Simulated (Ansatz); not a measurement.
# Zn3SbN3: the band gap up the ladder of functionals

An exercise on one series of results from a longer session: the logs are not shown, and one member is left open.

Program: Ansatz 0.2.0. PAW datasets, plane waves. Spin-unpolarised throughout; all numbers are computed.

### The cell

The cell was relaxed beforehand with r2SCAN.

It is monoclinic, Cm (No. 8); a = 6.777 Å, b = 6.560 Å, c = 5.570 Å, β = 125.2° in the conventional setting, 14.45 Å³ an atom. Around Zn lie 3 N at 1.95–1.96 Å; around Zn lie 3 N at 1.96–2.00 Å; around Sb lie 3 N at 2.03–2.05 Å; around N lie 3 Zn at 1.96–2.00 Å and 1 Sb at 2.05 Å; around N lie 3 Zn at 1.95–1.97 Å and 1 Sb at 2.03 Å.

Structure file:

```cif
data_structure
_symmetry_space_group_name_H-M 'Cm'
_symmetry_Int_Tables_number 8
_cell_length_a 6.7775
_cell_length_b 6.5595
_cell_length_c 5.5696
_cell_angle_alpha 90.000
_cell_angle_beta 125.188
_cell_angle_gamma 90.000
_cell_volume 202.36
loop_
_atom_site_label
_atom_site_type_symbol
_atom_site_symmetry_multiplicity
_atom_site_Wyckoff_symbol
_atom_site_fract_x
_atom_site_fract_y
_atom_site_fract_z
_atom_site_occupancy
Zn1 Zn 2 a 0.85764 0.50000 0.88236 1
Zn2 Zn 4 b 0.96448 0.27938 0.48012 1
Sb1 Sb 2 a 0.43950 0.50000 0.99692 1
N1 N 4 b 0.82333 0.76528 0.70016 1
N2 N 2 a 0.80138 0.50000 0.18805 1
```

The first run:

The input, input.yaml:

```yaml
crystal:
  lattice:
    - [3.3887392265, -3.2797573219, 0.0004369292]
    - [3.3887392265, 3.2797573219, 0.0004369292]
    - [-3.21012428, 0.0, 4.5514017197]
  atoms:
    - { symbol: Zn, position: [0.6423619308, 0.6423619308, 0.1176409184] }
    - { symbol: Zn, position: [0.7561388951, 0.3148938293, 0.5198777117] }
    - { symbol: Zn, position: [0.3148938293, 0.7561388951, 0.5198777117] }
    - { symbol: Sb, position: [0.0605032506, 0.0605032506, 0.0030805331] }
    - { symbol: "N", position: [0.4113898011, 0.9419533276, 0.2998410313] }
    - { symbol: "N", position: [0.9419533276, 0.4113898011, 0.2998410313] }
    - { symbol: "N", position: [0.6986189756, 0.6986189756, 0.8119490726] }
kpoints:
  mp_grid: { grid: [6, 6, 6] }
  band_path:
    path:
      - [[0.0, 0.0, 0.0], [1.426611994369e-21, -5.985059408089e-21, -0.5], [-0.3547476690755, 0.3547476690755, -0.5]]
      - [[0.3547476690755, 0.6452523309245, -0.5], [0.5, 0.5, -0.5], [0.0, 0.0, 0.0], [-0.5, 0.5, -7.656604049066e-17]]
      - [[-2.662587869092e-17, 0.5, -0.5], [0.0, 0.0, 0.0], [-2.389615077668e-17, 0.5, -5.139234263852e-17]]
    npoints: 10
hamiltonian:
  xc: pbe
scf:
  occupations: { method: fermi_dirac, width: 0.02 }
  n_extra_bands: 5
output:
  forces: true
  stress: true
  eigenvalues: true
```

The run is started by

```
ansatz run input.yaml --threads 4 --pin off --max-ram 5529MiB --backend cpu --events-out ev --progress --plain --runs-dir out
```

Steps of the session up to this table: PBE bands along the symmetry lines; r2SCAN at the same geometry; Single point with HSE06; PBE+SOC at the same geometry; Single point with PBE0.

One of the session's tables, all rows but one given; the rest of the session is left out.

| level | gap (eV) |
| --- | --- |
| PBE | ? |
| r2SCAN | 1.67 |
| HSE06 | 2.36 |
| PBE+SOC | 1.33 |
| PBE0 | 3.04 |

Q: Estimate the row for PBE from the others.

The run gave: gap (eV): 1.38. In the column «gap (eV)» it lies between PBE+SOC (1.33) and r2SCAN (1.67).

Meshes: PBE 6×6×6, r2SCAN 6×6×6, HSE06 4×4×4, PBE+SOC 6×6×6, PBE0 4×4×4

In words: PBE+SOC gives the least gap, 1.33 eV, and PBE0 the largest, 3.04 eV. PBE reaches 58 % of the HSE06 value, and r2SCAN 71 %. PBE0 lies 0.68 eV above HSE06, which differs from it by screening the long-range exchange.

Caveats from the session: Warnings in the runs' records: stress exchange threshold loose, stress scf threshold loose.
